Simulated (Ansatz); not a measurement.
# wB97X/cc-pVDZ run of C2H4O2Si (SMILES C=C1O[SiH2]O1)

Aim: the electronic atomisation energy of C2H4O2Si at wB97X/cc-pVDZ, from 5 runs. 

Program for the calculation: Ansatz 0.2.0.

56 further runs of the same task are left out: 56 set aside as unsound or not needed. Runs told in other sessions of the task aren't counted.

## (1) Starting point

C2H4O2Si: 9 atoms, total charge 0, spin state singlet. As SMILES, `C=C1O[SiH2]O1`. The coordinates come from a PBE0-D4/def2-TZVP relaxation.

Bond lengths: C1–C2 1.319 Å, C2–O3 1.381 Å, O3–Si4 1.676 Å, C2–O5 1.381 Å, Si4–O5 1.676 Å, C1–H6 1.079 Å, C1–H7 1.079 Å, Si4–H8 1.478 Å, Si4–H9 1.478 Å. Some angles: C1–C2–O3 128.1°, C1–C2–O5 128.1°, O3–C2–O5 103.9°, C2–O3–Si4 87.6°, O3–Si4–O5 80.9°, C2–O5–Si4 87.6°, C2–C1–H6 119.7°, C2–C1–H7 119.7°, O3–Si4–H8 115.3°, O3–Si4–H9 115.3°.

## (2) The energy at wB97X/cc-pVDZ

File molecule.yaml:

```yaml
crystal:
  periodic: [false, false, false]
  atoms:
    - symbol: C
      position_ang: [0.527300, 1.358500, -1.129600]
    - symbol: C
      position_ang: [0.157300, 0.383100, -0.322900]
    - symbol: O
      position_ang: [-0.585200, 0.473600, 0.838200]
    - symbol: Si
      position_ang: [-0.440000, -1.190500, 0.978300]
    - symbol: O
      position_ang: [0.421700, -0.967300, -0.442100]
    - symbol: H
      position_ang: [0.243100, 2.374800, -0.904500]
    - symbol: H
      position_ang: [1.111300, 1.132600, -2.008400]
    - symbol: H
      position_ang: [-1.701100, -1.949600, 0.840800]
    - symbol: H
      position_ang: [0.354100, -1.661500, 2.132900]
basis:
  gaussian:
    orbitals: cc-pVDZ
hamiltonian:
  xc: {name: wB97X}
accuracy: high
output: {orbitals: {seedname: orbitals}}
```

On the command line:

```console
$ ansatz run molecule.yaml --threads 1 --pin off --max-ram 3480MiB --events-out events.jsonl --progress --plain --runs-dir runs
```

Output:

```text
Warning: RAYON_NUM_THREADS=1 ignored (pool sized by the plan → 1); use --threads N
Functional definition: wB97X
  name "wB97X"
  parameter omega = 0.3/bohr
  parameter cx = 0.157706
  parameter cx1 = 0.726479
  parameter cx2 = 1.04760
  parameter cx3 = -5.70635
  parameter cx4 = 13.2794
  parameter css1 = -4.33879
  parameter css2 = 18.2308
  parameter css3 = -31.7430
  parameter css4 = 17.2901
  parameter cos1 = 2.37031
  parameter cos2 = -11.3995
  parameter cos3 = 6.58405
  parameter cos4 = -3.78132
  exchange = spin_sum(e_x_unif_sr(omega)*poly(b97_u_x, 1 - cx, cx1, cx2, cx3, cx4)) + cx*exact_x_sr(omega)
      + exact_x_lr(omega)
  correlation = spin_sum(e_c_pw_same_spin*poly(b97_u_same, 1, css1, css2, css3, css4))
      + integral(e_c_pw_opposite_spin*poly(b97_u_opposite, 1, cos1, cos2, cos3, cos4))
2196 factors; integrals over basis functions are off by at most 3.5e-9 eV
371 factors; integrals over basis functions are off by at most 2.7e-9 eV
mean field evaluation 1: about -14104.1545 eV, gradient 5.0e1 eV
mean field evaluation 2: about -14105.4088 eV, gradient 4.6e1 eV
mean field evaluation 4: about -14109.0757 eV, gradient 1.5e0 eV
mean field evaluation 8: about -14109.2542 eV, gradient 1.3e-1 eV
mean field evaluation 16: about -14109.2543 eV, gradient 1.3e-4 eV
mean field -14109.25432057 eV, -518.5055326849 hartree, gradient 8.7e-8 eV, S^2 0.000000; 0 other end points of the search recorded, 0 dependent functions left out
reference -14109.25431752 eV, -518.5055325729 hartree; 23, 23 occupied and 71, 71 virtual orbitals, 2196 factors
Total energy: -14109.25431752 eV, -518.5055325729 hartree
```

It took 33 s on 1 thread of Arm Neoverse V1, shared host; peak memory 0.55 GiB.

## (3) The C atom at the same level

File job.yaml:

```yaml
crystal:
  periodic: [false, false, false]
  atoms:
    - {symbol: C, position_ang: [0.000000, 0.000000, 0.000000]}
basis:
  gaussian: {orbitals: cc-pVDZ}
accuracy: high
hamiltonian: {xc: {name: wB97X}}
magnetization: {spin_polarized: true, initial_magnetization: 2}
```

Run the same way, it converges to -37.83957 Eh (log not shown).

## (4) The H atom

File run.yaml:

```yaml
crystal:
  periodic: [false, false, false]
  atoms:
    - symbol: H
      position_ang: [0.000000, 0.000000, 0.000000]
basis:
  gaussian:
    orbitals: cc-pVDZ
magnetization:
  spin_polarized: true
  initial_magnetization: 1
hamiltonian:
  xc: {name: wB97X}
accuracy: high
```

Run the same way, it converges to -0.50060 Eh (log not shown).

## (5) The O atom

File job.yaml:

```yaml
crystal:
  periodic: [false, false, false]
  atoms:
    - {symbol: O, position_ang: [0.000000, 0.000000, 0.000000]}
basis:
  gaussian:
    orbitals: cc-pVDZ
magnetization:
  spin_polarized: true
  initial_magnetization: 2
accuracy: high
hamiltonian:
  xc: {name: wB97X}
```

Run the same way, it converges to -75.05025 Eh (log not shown).

## (6) The Si atom at the same level

File in.yaml:

```yaml
basis:
  gaussian: {orbitals: cc-pVDZ}
crystal:
  periodic: [false, false, false]
  atoms:
    - {symbol: Si, position_ang: [0.000000, 0.000000, 0.000000]}
magnetization: {spin_polarized: true, initial_magnetization: 2}
hamiltonian: {xc: {name: wB97X}}
accuracy: high
```

Run the same way, it converges to -289.35699 Eh (log not shown).

## (7) Summary of results

At wB97X/cc-pVDZ:

| quantity | value |
| --- | --- |
| molecule: total energy | -518.50553 Eh |
| molecule: HOMO energy | -8.80 eV |
| molecule: LUMO energy | 1.64 eV |
| molecule: HOMO–LUMO gap | 10.44 eV |
| C atom: total energy | -37.83957 Eh |
| C atom: ⟨S²⟩ | 2.004 |
| H atom: total energy | -0.50060 Eh |
| H atom: ⟨S²⟩ | 0.750 |
| O atom: total energy | -75.05025 Eh |
| O atom: ⟨S²⟩ | 2.003 |
| Si atom: total energy | -289.35699 Eh |
| Si atom: ⟨S²⟩ | 2.004 |
| electronic atomisation energy | 37.184 eV |

**Reading.** Taking the molecule apart into free atoms costs 37.18 eV (3588 kJ/mol), before zero-point energy and without spin-orbit coupling.
